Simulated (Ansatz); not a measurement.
CH5ClNSi, SMILES [CH2][SiH](N)Cl: an atomisation energy, run with Ansatz 0.2.0 through its Python package.

`tae.py`
```python
'''Atomisation energy of CH5ClNSi at the given geometry.'''

from collections import Counter

import ansatz as az


def energy(molecule, charge=0, unpaired=0):
    calc = molecule.calculation().basis(gaussian='pcseg-2').functional('b3lyp')
    if charge:
        calc = calc.charge(charge)
    if unpaired:
        calc = calc.spin('collinear', total=unpaired)
    report = calc.run().report
    if report['published_state_doubts']:
        print('  doubts:', report['published_state_doubts'])
    return report['free_energy_ev']

geometry_ang = [
    ('C', (-0.3834, 1.346, -0.4173)),
    ('Si', (0.4374, -0.1638, -0.2811)),
    ('N', (0.0853, -0.8318, 1.2218)),
    ('Cl', (-0.324, -1.3483, -1.6989)),
    ('H', (-0.8358, 1.6895, -1.4006)),
    ('H', (-0.5204, 2.0521, 0.4317)),
    ('H', (1.9247, -0.0726, -0.4847)),
    ('H', (0.5839, -1.7379, 1.2668)),
    ('H', (-0.8793, -0.9796, 1.3451)),
]
geometry = az.Crystal.molecule()
for symbol, xyz in geometry_ang:
    geometry = geometry.atom(symbol, xyz)

# unpaired electrons of the ground-state atoms
unpaired = {'C': 2, 'Si': 2, 'N': 3, 'Cl': 1, 'H': 1}
counts = Counter(site.symbol for site in geometry.cartesian_sites)
atom_energy = {s: energy(az.Crystal.molecule().atom(s, (0, 0, 0)), 0, unpaired[s]) for s in counts}
whole = energy(geometry, 0, 1)
for s, e in atom_energy.items():
    print(f'{s:2s} x{counts[s]}  {e:14.5f} eV')
print(f'CH5ClNSi: {whole:.5f} eV')
split = sum(counts[s] * e for s, e in atom_energy.items()) - whole
print(f'atomisation energy (no zero-point term): {96.485332 * split:.1f} kJ/mol, {split / sum(counts.values()):.3f} eV an atom')
```

What does it cost to take this molecule apart into atoms?

3001.3 kJ/mol from the electronic energies, without the zero-point term.

The run itself:

```console
$ python tae.py
C  x1     -1030.19959 eV
Si x1     -7874.96054 eV
N  x1     -1485.83365 eV
Cl x1    -12522.06294 eV
H  x5       -13.67026 eV
CH5ClNSi: -23012.51450 eV
atomisation energy (no zero-point term): 3001.3 kJ/mol, 3.456 eV an atom
```

What to keep in mind:
- Total energies depend on the basis set; only differences at equal settings carry meaning.
- The geometry is a force-field or estimated start, not a minimum of this method, and the basis set is short of its limit. All parts are taken at fixed geometry, without zero-point energy.
- The species is open-shell (spin multiplicity 2).
- b3lyp holds the VWN-RPA fit, as in Gaussian; the form of ORCA and Turbomole is b3lyp5.
- Hardware and time: 24 s on 1 thread of Arm Neoverse N1 (shared host), peak memory 0.57 GiB.
